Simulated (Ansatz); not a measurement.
# CH₄GeOS, SMILES C[O][Ge][SH]: harmonic frequencies at the relaxed geometry

Program: the Python package of Ansatz (0.2.0).

Script `freq_ch4geos.py`:
```python
'''Harmonic frequencies of CH4GeOS at its relaxed geometry.'''

import ansatz as az
import numpy as np

BASIS_SET = 'def2-SVP'
FUNCTIONAL = 'CAM-B3LYP'

GEOMETRY = '''
C    -0.35180    1.13800    0.06720
O    -1.06720   -0.04520   -0.11500
Ge   -0.29480   -1.24330    0.94530
S     1.62960   -2.02850   -0.04430
H     0.66840    1.10170   -0.27090
H    -0.88430    1.95490   -0.59760
H    -0.45640    1.54570    1.10900
H     0.84870   -2.48050   -1.14940
'''

molecule = az.Crystal.molecule()
for line in GEOMETRY.strip().splitlines():
    symbol, *xyz = line.split()
    molecule = molecule.atom(symbol, [float(v) for v in xyz])

job = molecule.calculation()
job = job.basis(gaussian=BASIS_SET).functional(FUNCTIONAL)
symbols = [site.symbol for site in molecule.cartesian_sites]
start = np.array([site.position_ang for site in molecule.cartesian_sites], dtype=float)
report = job.relax(force_tolerance=0.003).run().report
end = np.array(report['positions_ang'])

print('final positions (A) and the move of each atom')
for symbol, xyz, old in zip(symbols, end, start):
    print(f'{symbol:2s} {xyz[0]:10.5f} {xyz[1]:10.5f} {xyz[2]:10.5f}   {np.linalg.norm(xyz - old):7.4f}')

# frequencies need a stationary point, so they are taken at the relaxed geometry
minimum = az.Crystal.molecule()
for symbol, place in zip(symbols, end):
    minimum = minimum.atom(symbol, place.tolist())
vibrating = minimum.calculation()
vibrating = vibrating.basis(gaussian=BASIS_SET)
vibrating = vibrating.functional(FUNCTIONAL)
vibrating = vibrating.phonons(temperatures=(298.15, 498.15, 100))
vib = vibrating.run().report['vibrations']
sums = vib['harmonic_sums']
modes = [m['omega_inv_cm'] for m in sums['modes_at_gamma'] if m['rigid_motion'] == 'no']
print('frequencies (1/cm):', ' '.join(f'{w:.0f}' for w in modes))
print('imaginary modes:', sum(w < 0 for w in modes), ' zero-point energy:', round(sums['zero_point_energy_ev'], 4), 'eV')
print('T (K)   F_vib (eV)   S_vib (meV/K)   C_vib (meV/K)')
for row in zip(sums['temperatures_k'], sums['vibrational_free_energy_ev'], vib['entropy_ev_per_k'], vib['heat_capacity_ev_per_k']):
    print(f'{row[0]:6.1f} {row[1]:11.4f} {1000 * row[2]:13.4f} {1000 * row[3]:15.4f}')

# all hydrogen replaced by deuterium
heavier = vibrating.phonons(masses={'H': 2.014102}).run().report['vibrations']['harmonic_sums']
print('deuterated (1/cm):', ' '.join(f'{m["omega_inv_cm"]:.0f}' for m in heavier['modes_at_gamma'] if m['rigid_motion'] == 'no'))
print('zero-point energy falls by', round(sums['zero_point_energy_ev'] - heavier['zero_point_energy_ev'], 4), 'eV')
```

Running `python freq_ch4geos.py` prints:
```text
final positions (A) and the move of each atom
C    -0.22344    0.99860    0.07383    0.1896
O    -0.75511    0.04436    0.94847    1.1119
Ge   -0.57969   -1.71521    1.10459    0.5738
S     0.84902   -2.22657   -0.58723    0.9712
H     0.87945    1.03966    0.12599    0.4538
H    -0.50898    0.80345   -0.97553    1.2687
H    -0.61126    1.99137    0.34976    0.8939
H     1.04219   -0.99286   -1.09557    1.5011
frequencies (1/cm): 88 160 164 287 294 370 593 640 1155 1176 1202 1474 1478 1481 2731 3011 3085 3122
imaginary modes: 0  zero-point energy: 1.3955 eV
T (K)   F_vib (eV)   S_vib (meV/K)   C_vib (meV/K)
 298.1      1.3144        0.5990          0.5877
 398.1      1.2450        0.7856          0.7055
 498.1      1.1579        0.9550          0.8086
deuterated (1/cm): 63 140 151 223 265 369 466 575 912 927 1065 1068 1086 1184 1961 2161 2290 2317
zero-point energy falls by 0.3279 eV
```

Reading the output:
- The frequencies are harmonic and unscaled, in a modest basis.
- The result belongs to the one conformer reached from this start, and soft torsions count as harmonic oscillators.
- It ran for 8.8 min on 1 thread of Arm Neoverse V1, with other jobs on the host, peak memory 0.34 GiB.
